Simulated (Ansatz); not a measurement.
**ZnTeH4N2: a short molecular-dynamics run**

Aim: set ZnTeH4N2 (a randomly packed cell, 16 atoms, not relaxed) in motion for 30 steps of 0.25 fs at constant energy, with velocities drawn for 300 K, and see how temperature, energy and positions respond.

Program: Ansatz 0.2.0. Level of theory: DFT PBE, plane waves, PAW, scalar-relativistic, no spin polarisation. These are calculated values, not measurements.

### 1 Starting point

The cell holds 16 atoms (H8N4Te2Zn2): a = 5.419 Å, b = 6.934 Å, c = 6.081 Å, α = 100.82°, β = 91.72°, γ = 88.08°.

Structure file:

```xyz
16
Lattice="5.4156 0.0478 -0.1921 0.1606 6.9247 -0.3180 0.0388 -0.8675 6.0191" Properties=species:S:1:pos:R:3 pbc="T T T"
Zn    3.7661    3.9501    2.1265
Zn    3.0995    1.3336    3.7768
Te    0.2512    1.2116    1.8921
Te    4.1585    5.4970    5.0199
N     0.7656    0.1008    4.5228
N     1.5476    3.4405    0.5891
H     4.3239    2.9454    5.1703
H     0.2121    1.8458    5.3439
H     4.0693    2.4290    0.0775
H     2.1025    4.8447    3.6553
N     0.6864    5.3622    2.3382
N     1.4401    5.6310   -0.2392
H     2.3635   -0.0674    1.2455
H     2.6910    3.3186    5.1061
H     5.3481    4.6629    0.4426
H     1.1182    3.5000    3.8447
```

### 2 The run

Input file input.yaml:

```yaml
crystal:
  lattice:
    - [5.415627, 0.04775, -0.192062]
    - [0.160563, 6.924735, -0.317982]
    - [0.038779, -0.86745, 6.019111]
  atoms:
    - { symbol: Zn, position: [0.674217, 0.616811, 0.407383] }
    - { symbol: Zn, position: [0.55955, 0.271366, 0.659664] }
    - { symbol: Te, position: [0.037658, 0.215665, 0.326942] }
    - { symbol: Te, position: [0.734646, 0.902134, 0.905094] }
    - { symbol: "N", position: [0.13268, 0.109022, 0.761401] }
    - { symbol: "N", position: [0.269634, 0.511714, 0.133513] }
    - { symbol: H, position: [0.776046, 0.53424, 0.91197] }
    - { symbol: H, position: [0.021394, 0.380222, 0.908588] }
    - { symbol: H, position: [0.740551, 0.352566, 0.055123] }
    - { symbol: H, position: [0.360385, 0.77981, 0.659977] }
    - { symbol: "N", position: [0.099076, 0.82821, 0.435384] }
    - { symbol: "N", position: [0.241738, 0.812866, 0.010917] }
    - { symbol: H, position: [0.434388, 0.015032, 0.221572] }
    - { symbol: H, position: [0.47306, 0.588029, 0.894476] }
    - { symbol: H, position: [0.966243, 0.684307, 0.140515] }
    - { symbol: H, position: [0.184189, 0.588806, 0.675729] }
kpoints:
  mp_grid: { grid: [3, 2, 3] }
magnetization:
  spin_polarized: false
scf:
  occupations: { method: cold, width: 0.15 }
hamiltonian:
  pseudopotentials: { kind: paw }
  xc: pbe
basis:
  ecutwfc: 420
md:
  timestep: 0.25
  n_steps: 30
  ensemble: nve
  temperature: 300.0
  initial_velocities: maxwell_boltzmann
  seed: 907976
```

Run with:

```sh
$ ansatz run input.yaml --threads 2 --pin off --max-ram 2560MiB --backend cpu --events-out ev --progress --plain --runs-dir out
```

**Question.** What will these runs give? Wanted: temperature, first and last step; temperature, second half; potential energy, second half; largest change of the total energy; mean square displacement, second half.

As calculated:

| quantity | value |
| --- | --- |
| length | 30 steps of 0.25 fs |
| temperature, first and last step | 300 and 2501 K |
| temperature, second half | mean 1814 K, from 889 to 2549 K |
| potential energy, second half | -184 meV/atom from the start |
| largest change of the total energy | 0.72 meV/atom |
| mean square displacement, second half | H 0.091, N 0.001, Zn 0.001, Te 0.000 Å² |

What this shows: The temperature starts at 300 K and averages 1814 K in the second half, where it ranges from 889 to 2549 K; the start was no minimum (force components up to 1.2 eV/Å), and the potential energy that it sheds (184 meV/atom) turns into motion. The total energy strays from its start by at most 0.72 meV/atom, 0.5 % of the mean kinetic energy, which is good for a step of 0.25 fs. The bonding pattern changes, first at 6.5 fs: H10–H16 forms. Over the second half H atoms stand 0.3 Å (root mean square) from where they began, and the farthest move is 0.6 Å. Averages from a run of 8 fs with 16 atoms are rough. The nuclei move classically, without zero-point motion, which matters most for hydrogen. The k-mesh is coarse for this cell.
